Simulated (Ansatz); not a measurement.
# Fe (Iron): the cost of one run

Computed with Ansatz 0.2.0, driven from Python. Level of theory: DFT LDA, plane waves, PAW.

This is Fe in the hcp structure; at room conditions it is bcc.

## Step 1: Starting point

Symmetry: P6_3/mmc, No. 194, hexagonal system. Conventional cell: a = 2.347 Å, b = 2.347 Å, c = 3.797 Å, α = 90.00°, β = 90.00°, γ = 120.00°. Around Fe (site symmetry -6m2) lie 12 Fe at 2.33 to 2.35 Å.

No structure file is read: the coordinates are typed or built in the script.

## Step 2: The code

Input file vcrelax_fe.py:

```python
# -*- coding: utf-8 -*-
import warnings

import ansatz as az
from ase import Atoms
from ase.io import write
import numpy as np

def edges_and_angles(cell):
    cell = np.asarray(cell)
    a, b, c = np.linalg.norm(cell, axis=1)
    cosines = cell[1] @ cell[2] / (b * c), cell[0] @ cell[2] / (a * c), cell[0] @ cell[1] / (a * b)
    return (a, b, c, *np.degrees(np.arccos(cosines)))


def main():
    warnings.simplefilter("ignore", az.DeckWarning)

    lattice = az.Lattice.of(
        (2.347, 0.0, 0.0),
        (-1.1735, 2.032562, 0.0),
        (0.0, 0.0, 3.797),
    )
    sites = [
        ("Fe", (1 / 3, 2 / 3, 0.25)),
        ("Fe", (2 / 3, 1 / 3, 0.75)),
    ]
    crystal = az.Crystal(lattice=lattice)
    for symbol, position in sites:
        crystal = crystal.atom(symbol, position)
    crystal = crystal.moments(Fe=3.5)

    setup = (
        crystal.calculation()
        .occupations("fermi_dirac", width=0.1)
        .kpoints(14, 14, 8, center="gamma")
        .basis(550)
        .spin("collinear")
        .scf(tolerance=1e-08)
        .functional("LDA")
        .relax(fix_cell=["c/a", "angles"])
    )
    steps = []


    def follow(event):
        if event["event"] != "relax_step":
            return
        row = event["data"]
        steps.append(row)
        print(f"step {row['step']:3d}  E = {row['lagrangian_ev']:.5f} eV  largest force component = {row['allowed_force_max_ev_ang']:.4f} eV/A  P = {row['pressure_gpa']:.3f} GPa")


    res = setup.session().plan(threads=1).execute(on_event=follow)
    rep = res.report

    first, last = steps[0], steps[-1]
    symbols = [site.symbol for site in res.lattice.sites]
    print(f"energy gained {first['lagrangian_ev'] - last['lagrangian_ev']:.4f} eV in {len(steps) - 1} steps")
    for label, vectors in (("before", first["cell_ang"]), ("after", res.lattice.cell_ang)):
        print(label, "a b c (A) {:.4f} {:.4f} {:.4f}  angles {:.2f} {:.2f} {:.2f}".format(*edges_and_angles(vectors)), f" V = {abs(np.linalg.det(vectors)):.3f} A^3")
    print("final stress xx yy zz (GPa, compression positive):", np.round(np.diag(rep["stress_gpa"]), 3) + 0.0)

    relaxed = Atoms(symbols, positions=[site.position_ang for site in res.lattice.sites], cell=res.lattice.cell_ang, pbc=True)
    write("relaxed.extxyz", relaxed, format="extxyz")

    change = np.array(last["positions_ang"]) @ np.linalg.inv(last["cell_ang"]) - np.array(first["positions_ang"]) @ np.linalg.inv(first["cell_ang"])
    moved = np.linalg.norm(change @ np.array(last["cell_ang"]), axis=1)
    print("displacement within the cell, strain taken out (A):", " ".join(f"{s}:{d:.3f}" for s, d in zip(symbols, moved)))

    n_atoms = len(rep["lattice"]["sites"])
    print("F =", round(rep["free_energy_ev"], 4), "eV for", n_atoms, "atoms")
    print("E(sigma -> 0) =", round(rep["energy_sigma0_ev"], 4), "eV, TS =", round(rep["entropy_ts_ev"], 5), "eV")
    print("closed by", rep["closed_by"], "after", rep["n_iterations"], "iterations")


if __name__ == "__main__":
    main()
```

## Step 3: The input behind the calls

The engine receives this input:

```yaml
crystal:
  lattice:
    - [2.347, 0.0, 0.0]
    - [-1.1735, 2.032562, 0.0]
    - [0.0, 0.0, 3.797]
  atoms:
    - { symbol: Fe, position: [0.3333333333333333, 0.6666666666666666, 0.25] }
    - { symbol: Fe, position: [0.6666666666666666, 0.3333333333333333, 0.75] }
basis:
  ecutwfc: 550.0
kpoints:
  mp_grid:
    grid: [14, 14, 8]
    shift: [0.0, 0.0, 0.0]
hamiltonian:
  xc: lda
magnetization:
  spin_polarized: true
  per_species:
    Fe: 3.5
scf:
  convergence:
    dr2_threshold: 1.0e-08
  occupations:
    method: fermi_dirac
    width: 0.1
relax:
  cell:
    fix: [c/a, angles]
```

## Step 4: The run

On the command line:

```
$ python vcrelax_fe.py
```

Q: Estimate wall time and peak memory on 1 thread of Arm Neoverse V1, shared host.

About 3.4 min, with a peak of 0.86 GiB.
